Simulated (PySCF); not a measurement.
# C2H8Si2: the cost of one run

Programs: PySCF 2.14.0, with density-fitted response routines of our own. Each step states its level of theory. These are calculated values for one molecule in the gas phase, unless marked as measured. Atoms are numbered from 0 throughout.

### Step 1. Starting geometry

12 atoms, charge 0, multiplicity 1; geometry from: GFN2-xTB. The atoms were then displaced at random by about 0.03 Å, so the start is not that level's minimum.

Bonds of the start (Å): Si0–C1 1.98, C1–C2 1.37, C2–Si3 1.78, Si0–H4 1.40, Si0–H5 1.45, Si0–H6 1.42, C1–H7 1.15, C2–H8 1.08, Si3–H9 1.46, Si3–H10 1.58, Si3–H11 1.48.

### Step 2. Optimising the geometry at PBE0-D3(BJ)/def2-SVP

Job settings and geometry (Å):

```
{"job": {"xc": "PBE0", "basis": "def2-SVP", "d3": "d3bj", "grid": 1, "shake": 0.03, "kind": "geom"}, "charge": 0, "multiplicity": 1}
Si     1.774450    -0.771940    -0.262870
C      0.705800     0.886140    -0.394850
C     -0.628460     1.072070    -0.139160
Si    -1.688460    -0.210360     0.489900
H      3.060850    -0.365440     0.128630
H      1.764490    -1.291620    -1.615520
H      1.148980    -1.639290     0.677870
H      1.337290     1.776350    -0.753100
H     -0.985420     2.092520    -0.193050
H     -1.789180    -1.393350    -0.351480
H     -3.149480     0.381810     0.525250
H     -1.432990    -0.621020     1.887330
```

Command:

```console
$ OMP_NUM_THREADS=1 python probes_run.py task.json out
```

This one command runs all jobs of the session in turn.

Q: Estimate the wall time and peak memory of this first job on 1 thread of AMD EPYC 7R43, shared host.

About 47 s, with a peak of 0.42 GiB.
